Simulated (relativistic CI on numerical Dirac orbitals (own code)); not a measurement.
**Sr XXXVI (Sr³⁵⁺): levels and lines**

Aim: the low levels of Sr³⁵⁺, their labels and the strongest lines; further runs change one setting each.

Program: relativistic CI on numerical Dirac orbitals (own code) version 2. Level of theory: Dirac-Coulomb-Breit CI, KLI orbitals optimised for each configuration, model QED (radiative potential, 1s self-energy scaled to tabulated hydrogen-like ionisation energies). These are calculated values, not measurements, unless marked.

## Step 1: What is computed

```
ion                       : Sr³⁵⁺ (Sr XXXVI)
nuclear charge            : 38
electrons                 : 3
isotope                   : A = 88
first configuration typed : [He] 2s
```

Outer shells as boxes (Hund's rule):

first configuration typed
```
[He] core
2s [↑ ]
```

## Step 2: Base run

Settings, as recorded:

```ini
atom Sr  Z=38  charge=35  electrons=3
nucleus A=88  rms_radius_fm=4.2240
hamiltonian dirac-coulomb  breit=on  qed=on  c_scale=1
orbitals kli  potential=per-configuration
slater_scale 1
correlation none
mixing on
configurations
  [He] 2s
  [He] 2p
  [He] 3s
  [He] 3p
  [He] 3d
  [He] 4s
  [He] 4p
  [He] 4d
  [He] 4f
  [He] 5s
  [He] 5p
  [He] 5d
  [He] 5f
  [He] 5g
  [He] 6s
  [He] 6p
  [He] 6d
end
```

## Step 3: The first configuration alone

Settings, as recorded:

```ini
atom Sr  Z=38  charge=35  electrons=3
nucleus A=88  rms_radius_fm=4.2240
hamiltonian dirac-coulomb  breit=on  qed=on  c_scale=1
orbitals kli  potential=per-configuration
slater_scale 1
correlation none
mixing on
configurations
  [He] 2s
end
```

## Step 4: One common potential

Settings, as recorded:

```ini
atom Sr  Z=38  charge=35  electrons=3
nucleus A=88  rms_radius_fm=4.2240
hamiltonian dirac-coulomb  breit=on  qed=on  c_scale=1
orbitals kli  potential=mean
slater_scale 1
correlation none
mixing on
configurations
  [He] 2s
  [He] 2p
  [He] 3s
  [He] 3p
  [He] 3d
  [He] 4s
  [He] 4p
  [He] 4d
  [He] 4f
  [He] 5s
  [He] 5p
  [He] 5d
  [He] 5f
  [He] 5g
  [He] 6s
  [He] 6p
  [He] 6d
end
```

(Steps that only read results are left out.)

**Question.** What will these runs give? Wanted: lowest level; first excitation; lowest level of the other parity; fastest E1 line; ionisation energy.

As calculated:

| run | time | mean size of shift, levels followed (cm⁻¹) | lowest level | ionisation energy (eV) |
| --- | --- | --- | --- | --- |
| main run | 1 s | 0 | 2s 2S1/2 | 4612.1 |
| the first configuration alone | 0.046 s | - | 2s 2S1/2 | - |
| one common potential | 0.86 s | 239 | 2s 2S1/2 | - |

The tabulated theoretical ionisation energy (NIST) is 4612.4 eV.

| quantity | value |
| --- | --- |
| lowest level | 2s 2S1/2 |
| first excitation | 2p 2P°1/2, 614866 cm⁻¹ |
| lowest level of the other parity | 2p 2P°1/2, 614866 cm⁻¹ |
| levels in the model | 29 |
| fastest E1 line (by rate) to the lowest level | 0.4708 nm, from 3p 2P°3/2 |
| ionisation energy | 4612.1 eV |
| ionisation energy, tabulated theoretical (NIST) | 4612.4 eV |

What this shows: The lowest level is 2s 2S1/2, 100 % pure in LS and 100 % in jj coupling; over the low levels the means are 100 and 100 %, so both schemes do about equally well. The ionisation energy from the two ground configurations alone is 0.0068 % below the tabulated theoretical value. Of the changes tried, the run «one common potential» moves the low levels most, by 239 cm⁻¹ on average. Lifetimes count radiative decay inside the model alone.
